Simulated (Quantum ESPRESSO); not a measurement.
The system is GaF.

```
CELL_PARAMETERS angstrom
3.16592 0.00000 0.00000
0.00000 3.16592 0.00000
0.00000 0.00000 3.16592
ATOMIC_POSITIONS crystal
Ga 0.00000 0.00000 0.00000
F 0.50000 0.50000 0.50000
```

The cell was built by a generator and needn't be a form met in nature.

* Program: Quantum ESPRESSO 7.5
* Task: phonons
* Functional: PBE
* Potentials or basis: GBRV 1.5 PBE
* Cutoff: 762 eV
* Density cutoff: 6095 eV
* k mesh: 6 × 6 × 6, shifted
* Occupations: fermi-dirac, width 0.05 eV
* Spin: no spin polarisation
* Target pressure: 40 GPa
* Mixing beta: 0.5
* Most SCF iterations: 120
* SCF threshold: 4e-10 Ry

The cell and the atoms were relaxed first at 40 GPa, to 10.92 Å³/atom (a = 2.795 Å, b = 2.795 Å, c = 2.795 Å, α = 90.00°, β = 90.00°, γ = 90.00°), and the response was taken there.

The first run showed a gap, so the response started from a second, tighter run with fixed occupations.

Q: What is the highest optical frequency at the zone centre, leaving out the macroscopic field of polar modes?

A: 69 cm⁻¹, a mode of symmetry T1u (IR).

Optical modes at Γ, degenerate ones joined, polar ones without the macroscopic field:
```csv
cm⁻¹,components,symmetry,active in,"IR intensity, summed ((D/Å)²/amu)"
69,3,T1u,IR,45.49
```

Caveat: the volume moved by over 15 % at a fixed basis, so the end points are rough; the cell is more than 3 GPa from zero pressure, which shifts response properties.
